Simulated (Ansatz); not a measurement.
# SbAu (zincblende type): how the settings move a single-point run

How sensitive is a single-point run of SbAu (zincblende type) to its settings? A reference run comes first, then one run with altered input.

Method: reference: DFT, PBE, all-electron PAW with datasets made for the crystal, scalar-relativistic, in Ansatz 0.2.0.

## (1) The system as given

The structure is cubic, space group F-43m (No. 216). Conventional cell: a = 6.222 Å, b = 6.222 Å, c = 6.222 Å, α = 90.00°, β = 90.00°, γ = 90.00°. Au (site symmetry -43m) is surrounded by 4 Sb at 2.69 Å. Sb (site symmetry -43m) is surrounded by 4 Au at 2.69 Å.

As a file:

```
Au Sb
1.0
     0.00000    3.11088    3.11088
     3.11088    0.00000    3.11088
     3.11088    3.11088    0.00000
Au Sb
1 1
Cartesian
  0.0000 0.0000 0.0000
  1.5554 1.5554 1.5554
```

## (2) Reference

input.yaml

```yaml
crystal:
  lattice:
    - [0.0, 3.1108764896, 3.1108764896]
    - [3.1108764896, 0.0, 3.1108764896]
    - [3.1108764896, 3.1108764896, 0.0]
  atoms:
    - { symbol: Au, position: [0.0, 0.0, 0.0] }
    - { symbol: Sb, position: [0.25, 0.25, 0.25] }
kpoints:
  mp_grid: { grid: [10, 10, 10] }
  band_path:
    path:
      - [0.0, 0.0, 0.0]
      - [-0.5, -0.5, 0.0]
      - [-0.375, -0.375, 0.25]
      - [-0.375, 0.0, 0.375]
      - [0.0, 0.0, 0.0]
      - [0.0, 0.0, 0.5]
      - [-0.5, -0.25, 0.25]
      - [-0.5, -0.5, 0.0]
    npoints: 8
scf:
  occupations: { method: fermi_dirac, width: 0.08 }
hamiltonian:
  xc: pbe
  pseudopotentials: { kind: all_electron, datasets: crystal }
output:
  forces: true
  stress: true
  eigenvalues: true
  efg: { contact_densities: true }
```

Launch:

```sh
ansatz run input.yaml --threads 1 --pin off --max-ram 2048MiB --backend cpu --events-out ev --progress --plain --runs-dir out
```

## (3) Changing settings: preconditioner resta, xc revpbe

Changes to input.yaml since step 2:

```diff
@@ -23,4 +23,5 @@
   occupations: { method: fermi_dirac, width: 0.08 }
+  mixing: { preconditioner: resta }
 hamiltonian:
-  xc: pbe
+  xc: revpbe
   pseudopotentials: { kind: all_electron, datasets: crystal }
```

Q: Predict the outcome of this session. Wanted: for each run, ending; energy change; pressure; gap; force.

As calculated:

| run | ending | energy change | pressure (GPa) | gap (eV) | force (eV/Å) | cycles | time |
| --- | --- | --- | --- | --- | --- | --- | --- |
| reference | converged | - | 0.0 | 0.00 | 0.00 | 10 | 24 s |
| 1: preconditioner resta, xc revpbe | converged | not comparable | 1.2 | 0.00 | 0.00 | 8 | 23 s |

Residual by cycle in the longest SCF loop of each run; runs are numbered as in the table. The quantity is the density residual dr2, in eV.

| cycle | reference | run 1 |
| --- | --- | --- |
| 1 | 3.15 | 2.86 |
| 2 | 0.361 | 0.873 |
| 3 | 0.0101 | 0.0515 |
| 4 | 0.00674 | 0.00557 |
| 5 | 2.2e-4 | 9.2e-6 |
| 6 | 6.9e-5 | 3.6e-6 |
| 7 | 7.2e-6 | 6.4e-7 |
| 8 | 1.5e-6 | 1.9e-8 |
| 9 | 2.2e-7 | - |
| 10 | 9.1e-9 | - |

**Reading.** Total energies don't compare across a change of functional; the pressure goes from 0.0 to 1.2 GPa. At this fixed cell a higher pressure means that this functional prefers a larger volume than the reference.
